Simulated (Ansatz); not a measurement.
# Li: the cost of one run

Computed with Ansatz 0.2.0 (DFT PBEsol, scalar-relativistic, unless a step's input says otherwise).

### Step 1. The structure to begin with

It takes space group Fm-3m (No. 225, cubic). The conventional cell has a = 4.404 Å, b = 4.404 Å, c = 4.404 Å, α = 90.00°, β = 90.00°, γ = 90.00°. Li (site symmetry m-3m) is surrounded by 12 Li at 3.11 Å.

As a file:

```
CELL_PARAMETERS angstrom
0.00000 2.20200 2.20200
2.20200 0.00000 2.20200
2.20200 2.20200 0.00000
ATOMIC_POSITIONS crystal
Li 0.00000 0.00000 0.00000
```

### Step 2. After the deformation

Space group Fm-3m before, I4/mmm after.

### Step 3. Full-potential LAPW

File input.yaml:

```yaml
crystal:
  lattice:
    - [0.0, 2.22402, 2.202]
    - [2.22402, 0.0, 2.202]
    - [2.22402, 2.22402, 0.0]
  atoms:
    - { symbol: Li, position: [0.0, 0.0, 0.0] }
kpoints:
  mp_grid: { grid: [13, 13, 13] }
  band_path:
    path:
      - [0.0, 0.0, 0.0]
      - [0.0, 0.5, 0.5]
      - [0.25, 0.75, 0.5]
      - [0.0, 0.5, 0.0]
      - [0.0, 0.0, 0.0]
      - [0.5, 0.5, 0.0]
      - [0.3775125, 0.6224875, 0.0]
      - [-0.3775125, 0.3775125, 0.0]
      - [0.0, 0.0, 0.0]
    npoints: 5
scf:
  occupations: { method: fermi_dirac, width: 0.08 }
hamiltonian:
  xc: pbesol
  pseudopotentials: { kind: all_electron, lapw: { basis_error: 0.00025 } }
output:
  forces: true
  stress: true
  eigenvalues: true
```

Run with:

```sh
$ ansatz run input.yaml --threads 1 --pin off --max-ram 3072MiB --backend cpu --events-out ev --progress --plain --runs-dir out
```

What time and memory should one allow on 1 thread of Intel Xeon 6975P-C (Granite Rapids), shared host?

About 1.8 s, with a peak of 0.23 GiB.
